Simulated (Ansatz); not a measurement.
# W (bcc type): the cost of one run

Program: Ansatz 0.2.0. Level of theory: DFT PBE, with the methods named in each step. These are calculated values, not measurements.

## Step 1: The starting structure

The structure is cubic, space group Im-3m (No. 229). The conventional cell has a = 3.184 Å, b = 3.184 Å, c = 3.184 Å, α = 90.00°, β = 90.00°, γ = 90.00°. W (site symmetry m-3m) has 8 W at 2.76 Å as nearest neighbours.

As a file:

```
W
1.0
    -1.59218    1.59218    1.59218
     1.59218   -1.59218    1.59218
     1.59218    1.59218   -1.59218
W
1
Direct
  0.00000 0.00000 0.00000
```

## Step 2: Bulk cell relaxed, PAW

Input file input.yaml:

```yaml
crystal:
  lattice:
    - [-1.5921819128, 1.5921819128, 1.5921819128]
    - [1.5921819128, -1.5921819128, 1.5921819128]
    - [1.5921819128, 1.5921819128, -1.5921819128]
  atoms:
    - { symbol: W, position: [0.0, 0.0, 0.0] }
kpoints:
  mp_grid: { grid: [19, 19, 19] }
scf:
  occupations: { method: fermi_dirac, width: 0.08 }
hamiltonian:
  xc: pbe
  pseudopotentials: { kind: paw }
output:
  forces: true
  stress: true
relax:
  f_tol: 0.005
  max_steps: 40
  cell: {}
```

Launch:

```bash
$ ansatz run input.yaml --threads 1 --pin off --max-ram 3584MiB --backend cpu --events-out ev --progress --plain --runs-dir out
```

**Question.** How long does this run take on 1 thread of Intel Xeon 6975P-C (Granite Rapids), shared host, and how much memory does it need?

About 3.3 s, with a peak of 0.38 GiB.
